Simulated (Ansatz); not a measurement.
# AlH6NSiTe: one species, many methods

Aim: compute AlH6NSiTe with functionals from several rungs and with coupled cluster. The yardstick is the atomisation energy at the CCSD(T) limit.

Method: functionals in def2-TZVPP, the program's frozen cores in correlated methods; program: Ansatz 0.2.0, Gaussian basis.

The runs, in order: PBE-D4, r2SCAN-D4, PBE0-D4, B3LYP-D4, ωB97X-V, ωB97M-V, B2PLYP; CCSD(T)/def2-TZVPP; MP2/def2-QZVPP; extrapolation to the limit.

### 1 The relaxed structure

The geometry comes from an earlier relaxation with PBE0-D4 in a triple-zeta def2 set; it is a stationary point, not always the lowest conformer. Te takes the def2 core potential; no spin-orbit term is included.

SMILES `[NH2][AlH][SiH2][TeH]`, 10 atoms, charge 0, spin multiplicity 1.

Atoms are counted from 1 here; the program's logs count them from 0.

Bond lengths: N1–Al2 1.766 Å, N1–H5 1.008 Å, N1–H6 1.007 Å, Al2–Si3 2.430 Å, Al2–H7 1.585 Å, Si3–Te4 2.523 Å, Si3–H8 1.490 Å, Si3–H9 1.490 Å, Te4–H10 1.660 Å. Angles: Al2–N1–H5 124.6°, Al2–N1–H6 125.1°, H5–N1–H6 110.2°, N1–Al2–Si3 119.4°, N1–Al2–H7 118.8°, Si3–Al2–H7 121.6°, Al2–Si3–Te4 99.3°, Al2–Si3–H8 115.3°, Al2–Si3–H9 119.6°, Te4–Si3–H8 103.0°, Te4–Si3–H9 110.4°, H8–Si3–H9 107.5°, Si3–Te4–H10 91.8°.

### 2 PBE-D4 (GGA)

Contents of in.yaml:

```yaml
crystal:
  periodic: [false, false, false]
  atoms:
    - {symbol: N, position_ang: [-2.025024, 0.893798, -0.482432]}
    - {symbol: Al, position_ang: [-0.417464, 0.864334, 0.247452]}
    - {symbol: Si, position_ang: [0.680765, -1.269975, 0.628664]}
    - {symbol: Te, position_ang: [2.589195, -1.044662, -1.005661]}
    - {symbol: H, position_ang: [-2.505413, 1.729328, -0.776693]}
    - {symbol: H, position_ang: [-2.576569, 0.080001, -0.700862]}
    - {symbol: H, position_ang: [0.322528, 2.238937, 0.520641]}
    - {symbol: H, position_ang: [-0.053148, -2.463990, 0.123630]}
    - {symbol: H, position_ang: [1.195295, -1.601597, 1.986669]}
    - {symbol: H, position_ang: [2.872937, 0.522725, -0.538409]}
basis:
  gaussian: {orbitals: def2-TZVPP}
hamiltonian: {xc: pbe, dispersion: d4}
output: {forces: true, orbitals: {seedname: orbitals}}
```

Command:

```console
> ansatz run in.yaml --threads 4 --pin off --events-out ev --progress --plain --max-ram 10444MiB
```

After this run come: r2SCAN-D4 (meta-GGA); PBE0-D4 (hybrid); B3LYP-D4 (hybrid); ωB97X-V (range-separated); ωB97M-V (range-separated); B2PLYP (double hybrid); CCSD(T) in def2-TZVPP; MP2 in def2-QZVPP.

Before running them: what should the planned runs give, taken together? Wanted: atomisation energy, CCSD(T)/CBS; farthest; mean size of error, hybrid; mean size of error, range-separated; gap, smallest and largest; T1 diagnostic; triples share of the correlation energy.

**Answer**, as computed:

| quantity | value |
| --- | --- |
| atomisation energy, CCSD(T)/CBS | 2866.4 kJ/mol |
| functionals within 28.7 kJ/mol (1.0 %) | PBE-D4, r2SCAN-D4, B3LYP-D4, ωB97X-V, ωB97M-V |
| farthest | B2PLYP (-69.6 kJ/mol) |
| mean size of error, hybrid | 34.9 kJ/mol |
| mean size of error, range-separated | 15.5 kJ/mol |
| gap, smallest and largest | 3.31 eV (PBE-D4), 9.01 eV (ωB97X-V) |
| T1 diagnostic | 0.0120 |
| triples share of the correlation energy | 3.1 % |

In words: PBE-D4 is off by -12.7 kJ/mol. Double hybrids carry the basis error of their MP2 part in triple zeta, and no dispersion term here, so their miss is partly the set-up's. The reference freezes the cores and leaves out spin-orbit coupling and excitations past (T), and its outer-core shells are covered unevenly, so misses under about 28.7 kJ/mol can't be ranked. All levels share the lack of spin-orbit coupling, which lowers the free heavy atoms and so the true binding. Hartree-Fock recovers 70 % of the binding; the rest is correlation. The gap grows from 3.3 to 9.0 eV across the functionals, mostly with the share of exact exchange. Correlated methods include outer-core shells of Te, which these sets cover unevenly.
